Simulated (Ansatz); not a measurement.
**TiB2 (database structure): how the settings move a single-point run**

Aim: see which settings change the result for TiB2 (database structure), by how much, and at what cost.

Method: reference: DFT PBE, plane waves, PAW, scalar-relativistic, no spin polarisation, in Ansatz 0.2.0.

### Step 1. The system as given

The structure is hexagonal, space group P6/mmm (No. 191). The conventional cell has a = 3.044 Å, b = 3.044 Å, c = 3.244 Å, α = 90.00°, β = 90.00°, γ = 120.00°. Ti (site symmetry 6/mmm) is surrounded by 12 B at 2.39 Å. B (site symmetry -6m2) is surrounded by 3 B at 1.76 Å and 6 Ti at 2.39 Å.

Coordinates:

```xyz
3
Lattice="1.5220 2.6361 0.0000 -1.5220 2.6361 0.0000 0.0000 0.0000 3.2441" Properties=species:S:1:pos:R:3 pbc="T T T"
Ti    0.0000    0.0000    0.0000
B    -0.0002    1.7575    1.6220
B    -0.0002    3.5147    1.6220
```

### Step 2. Baseline

Contents of input.yaml:

```yaml
crystal:
  lattice:
    - [1.521963, 2.636112, 0.0]
    - [-1.521963, 2.636112, 0.0]
    - [0.0, 0.0, 3.244094]
  atoms:
    - { symbol: Ti, position: [0.0, 0.0, 0.0] }
    - { symbol: B, position: [0.3333, 0.3334, 0.5] }
    - { symbol: B, position: [0.6666, 0.6667, 0.5] }
  symmetry: { tolerance: 0.0003 }
kpoints:
  mp_grid: { grid: [7, 7, 6], shift: [0, 0, 0] }
magnetization:
  spin_polarized: false
scf:
  occupations: { method: fermi_dirac, width: 0.0451 }
hamiltonian:
  pseudopotentials: { kind: paw }
  xc: pbe
basis:
  ecutwfc: 420
output:
  forces: true
  stress: true
  eigenvalues: true
```

Launch:

```
> ansatz run input.yaml --threads 1 --pin off --max-ram 2560MiB --backend cpu --events-out ev --progress --plain --runs-dir out
```

### Step 3. Changing settings: mp_grid.grid [5, 5, 4]

input.yaml, as its differences from that of step 2:

```diff
@@ -11,3 +11,3 @@
 kpoints:
-  mp_grid: { grid: [7, 7, 6], shift: [0, 0, 0] }
+  mp_grid: { grid: [5, 5, 4], shift: [0, 0, 0] }
 magnetization:
```

### Step 4. Changed: xc_grid 3

input.yaml, as its differences from that of step 2:

```diff
@@ -21,2 +21,3 @@
   ecutwfc: 420
+  xc_grid: 3
 output:
```

### Step 5. Variant: mp_grid.grid [6, 6, 5], occupations.width 0.001, hubbard.sites [{species: Ti, l: d, u_eff: 1.0}], hubbard.double_counting fll

input.yaml, as its differences from that of step 2:

```diff
@@ -11,3 +11,3 @@
 kpoints:
-  mp_grid: { grid: [7, 7, 6], shift: [0, 0, 0] }
+  mp_grid: { grid: [6, 6, 5], shift: [0, 0, 0] }
 magnetization:
@@ -15,3 +15,3 @@
 scf:
-  occupations: { method: fermi_dirac, width: 0.0451 }
+  occupations: { method: fermi_dirac, width: 0.001 }
 hamiltonian:
@@ -19,2 +19,3 @@
   xc: pbe
+  hubbard: { sites: [{ species: Ti, l: d, u_eff: 1.0 }], double_counting: fll }
 basis:
```

### Step 6. The same system, input altered

input.yaml, as its differences from that of step 2:

```diff
@@ -13,5 +13,7 @@
 magnetization:
-  spin_polarized: false
+  spin_polarized: true
+  initial_magnetization: 40
 scf:
   occupations: { method: fermi_dirac, width: 0.0451 }
+  max_iter: 100
 hamiltonian:
```

(Steps that only read results are left out.)

Q: Predict the outcome of this session. Wanted: for each run, ending; energy change; pressure; gap; force.

As calculated:

| run | ending | energy change | pressure (GPa) | gap (eV) | force (eV/Å) | cycles | time |
| --- | --- | --- | --- | --- | --- | --- | --- |
| reference | converged | 0 | -3.4 | 0.00 | 0.00 | 6 | 0.98 s |
| 1: mp_grid.grid [5, 5, 4] | converged | +6.2 meV/atom | -3.2 | 0.00 | 0.00 | 6 | 0.68 s |
| 2: xc_grid 3 | converged | 0.0 meV/atom | -3.4 | 0.00 | 0.00 | 6 | 1.1 s |
| 3: mp_grid.grid [6, 6, 5], occupations.width 0.001, hubbard.sites [{species: Ti, l: d, u_eff: 1.0}], hubbard.double_counting fll | converged | +353.1 meV/atom (σ→0) (U changed: no physical gain or loss) | -2.3 | 0.00 | 0.00 | 9 | 1.8 s |
| 4: spin_polarized true, initial_magnetization 40 | converged | 0.0 meV/atom | -3.4 | 0.00 | 0.00 | 10 | 5.1 s |

Residual by cycle in the longest SCF loop of each run; runs are numbered as in the table. The quantity is the density residual dr2, in eV.

```csv
cycle,reference,run 1,run 2,run 3,run 4
1,0.00246,0.00351,0.00246,5.17,1.64
2,2.6e-4,3.2e-4,2.6e-4,5.53,0.975
3,8.5e-6,5.9e-6,8.5e-6,0.113,0.0178
4,6.7e-8,1.1e-7,6.7e-8,0.0491,0.00335
5,1.3e-9,2.3e-9,1.3e-9,0.00571,2.3e-4
6,3.1e-11,1.0e-11,3.1e-11,1.8e-4,2.0e-5
7,-,-,-,2.7e-5,5.0e-7
8,-,-,-,2.6e-6,1.3e-8
9,-,-,-,2.6e-8,2.4e-11
10,-,-,-,-,2.4e-11
```

What this shows: Of the converged runs whose energies compare with the reference's, «mp_grid.grid [5, 5, 4]» moves the energy most (+6.2 meV/atom). A changed U is a change of model: its shifts are not errors of convergence. Of the variants the dearest is «spin_polarized true, initial_magnetization 40» (5.1 s), the cheapest «mp_grid.grid [5, 5, 4]» (0.68 s), on a shared host.

The reference is no final answer either: its mesh is coarse for a cell with so small a gap or none.
